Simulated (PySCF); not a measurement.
# H6N3Sm (Sm(NH2)3): the cost of one run

Program: PySCF 2.14.0. Level of theory: several levels, as the steps say, no spin–orbit coupling. These are calculated values, not measurements.

## (1) Starting geometry

10 atoms, charge 0, spin multiplicity 1.

Bond lengths: Sm1–N2 2.254 Å, Sm1–N5 2.254 Å, Sm1–N8 2.254 Å, N2–H3 1.021 Å, N2–H4 1.021 Å, N5–H6 1.021 Å, N5–H7 1.021 Å, N8–H9 1.021 Å, N8–H10 1.021 Å. Angles: N2–Sm1–N5 120.0°, N2–Sm1–N8 120.0°, N5–Sm1–N8 120.0°, Sm1–N2–H3 128.1°, Sm1–N2–H4 128.1°, H3–N2–H4 103.9°, Sm1–N5–H6 128.1°, Sm1–N5–H7 128.1°, H6–N5–H7 103.9°, Sm1–N8–H9 128.1°, Sm1–N8–H10 128.1°, H9–N8–H10 103.9°.

Geometry (Å):

```csv
atom,x (Å),y (Å),z (Å)
Sm1,0.0000,0.0000,0.0000
N2,2.2544,0.0000,0.0000
H3,2.8841,0.0000,0.8041
H4,2.8841,0.0000,-0.8041
N5,-1.1272,1.9523,0.0000
H6,-1.4421,2.4977,0.8041
H7,-1.4421,2.4977,-0.8041
N8,-1.1272,-1.9523,0.0000
H9,-1.4420,-2.4977,0.8041
H10,-1.4420,-2.4977,-0.8041
```

Formal oxidation states: Sm +3. Each metal's 5 4f electrons lie in its core potential, so multiplicities, spins and levels count the valence alone. An earlier session relaxed this geometry at PBE0, Sm lcecp-1-SVP with ECP51, N def2-SVP, H def2-SVP (singlet, point group D3h). Its vibrations showed it to be a saddle point, relaxed within its symmetry.

At PBE0 on the finer grid: E = -202.305799 Eh, HOMO -5.42 eV, LUMO -1.67 eV, Mulliken charge on Sm1 +1.07 e, largest force component 0.005 eV/Å. 

Levels to run: TPSS; BP86; PBE0, TZVP. Hardware: 2 threads of Intel Xeon Platinum 8259CL at 2.50GHz (Skylake/Cascade Lake), shared host.

## (2) TPSS

run.py (the lines that set the calculation) reads:

```python
mol = gto.M(atom='''
Sm     0.00000     0.00000     0.00000
N      2.25436     0.00001     0.00000
H      2.88409     0.00001     0.80405
H      2.88409     0.00001    -0.80405
N     -1.12719     1.95233     0.00000
H     -1.44206     2.49769     0.80405
H     -1.44206     2.49769    -0.80405
N     -1.12717    -1.95234     0.00000
H     -1.44204    -2.49770     0.80405
H     -1.44204    -2.49770    -0.80405''',
    basis={'Sm': 'lcecp-1-SVP', 'N': 'def2-SVP', 'H': 'def2-SVP'},
    ecp={'Sm': 'lcecp-1-SVP'},
    charge=0, spin=0)
mf = dft.RKS(mol, xc='TPSS')
mf.grids.atom_grid = (75, 302)  # f atoms: unpruned, at least (60, 302)
mf = mf.density_fit()  # fitting sets: Sm AutoAux, N def2-universal-JKFIT, H def2-universal-JKFIT
mf.conv_tol = 1e-08; mf.max_cycle = 55
mf.kernel(dm0)  # dm0: the density of the relaxed state
```

Started as:

```console
$ OMP_NUM_THREADS=2 python run.py
```

**Question.** How long does this run take on 2 threads of Intel Xeon Platinum 8259CL at 2.50GHz (Skylake/Cascade Lake), shared host?

About 15 s.
